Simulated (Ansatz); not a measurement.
Working through a geometry optimisation of CH9OPSi2, SMILES CO[SiH]([SiH3])P

Computed with Ansatz's Python interface.

`ch9opsi2.xyz`
```text
14

C     1.99870   -0.31510   -0.74840
O     1.54360   -0.44170    0.58940
Si   -0.08080   -0.38480    0.94750
Si   -1.06820    1.64320    0.41110
P    -1.11520   -2.07900   -0.06170
H     1.64260   -1.14030   -1.37390
H     1.70480    0.64530   -1.18500
H     3.09260   -0.35460   -0.73750
H    -0.23850   -0.62070    2.40460
H    -2.52140    1.61850    0.73290
H    -0.43130    2.76970    1.14620
H    -0.92390    1.89630   -1.04980
H    -1.16510   -1.52010   -1.35950
H    -2.43790   -1.71670    0.28390
```

Notebook, run cell by cell (the value of a cell's last expression is shown):

```python
import itertools

import ansatz as az
from ase.data import atomic_numbers, covalent_radii
import numpy as np

mol = az.Crystal.molecule_from_extxyz("ch9opsi2.xyz")

calc = mol.calculation()
calc = calc.basis(gaussian="def2-SVP")
calc = calc.functional("pbe0")
symbols = [site.symbol for site in mol.cartesian_sites]
start = np.array([site.position_ang for site in mol.cartesian_sites], dtype=float)
def progress(event):
    if event["event"] == "relax_step":
        row = event["data"]
        print(f"step {row['step']:3d}  E = {row['lagrangian_ev']:.6f} eV  largest force component {row['allowed_force_max_ev_ang']:.4f} eV/A")
```

```python
rep = calc.relax(force_tolerance=0.01).session().plan().execute(on_event=progress).report
end = np.array(rep["positions_ang"])
```

    step   1  E = -28251.188818 eV  largest force component 1.0078 eV/A
    step   2  E = -28251.239738 eV  largest force component 0.5620 eV/A
    step   3  E = -28251.258355 eV  largest force component 0.2643 eV/A
    step   4  E = -28251.261378 eV  largest force component 0.0879 eV/A
    step   5  E = -28251.261528 eV  largest force component 0.2613 eV/A
    step   6  E = -28251.266922 eV  largest force component 0.0821 eV/A
    step   7  E = -28251.268261 eV  largest force component 0.0181 eV/A
    step   8  E = -28251.268569 eV  largest force component 0.1058 eV/A
    step   9  E = -28251.268720 eV  largest force component 0.0678 eV/A
    step  10  E = -28251.269424 eV  largest force component 0.0197 eV/A
    step  11  E = -28251.269541 eV  largest force component 0.0073 eV/A
    step  12  E = -28251.269598 eV  largest force component 0.0134 eV/A
    step  13  E = -28251.269611 eV  largest force component 0.0076 eV/A

```python
print(f"E = {rep['free_energy_ev']:.6f} eV = {rep['free_energy_ev'] / 27.211386246:.7f} Ha")
print("converged:", rep["converged"], " doubts:", rep["published_state_doubts"] or "none")
```

    E = -28251.269641 eV = -1038.2150099 Ha
    converged: True  doubts: none

```python
# pairs closer than 1.2 times the sum of covalent radii, before or after
radius = [covalent_radii[atomic_numbers[s]] for s in symbols]
span = lambda where, i, j: np.linalg.norm(where[i] - where[j])
bonded = [(i, j) for i, j in itertools.combinations(range(len(symbols)), 2) if min(span(start, i, j), span(end, i, j)) < 1.2 * (radius[i] + radius[j])]
print("pair        before    after (A)")
for i, j in bonded:
    print(f"{symbols[i]}{i}-{symbols[j]}{j}".ljust(10), f"{span(start, i, j):8.4f} {span(end, i, j):8.4f}")
```

    pair        before    after (A)
    C0-O1        1.4188   1.3993
    C0-H5        1.0950   1.1064
    C0-H6        1.0952   1.1065
    C0-H7        1.0947   1.1006
    O1-Si2       1.6644   1.6693
    Si2-Si3      2.3185   2.3559
    Si2-P4       2.2268   2.2804
    Si2-H8       1.4845   1.4912
    Si3-H9       1.4886   1.4969
    Si3-H10      1.4883   1.4963
    Si3-H11      1.4897   1.4976
    P4-H12       1.4139   1.4300
    P4-H13       1.4143   1.4306

Caveats:
- Total energies depend on the basis set; only differences at equal settings carry meaning.
- The end point is the stationary point reached from this start; no frequency run checks that it is a minimum, and the basis set is modest.
- Finished in 110 s on 1 thread of Arm Neoverse V1, on a shared host, peak memory 0.39 GiB.
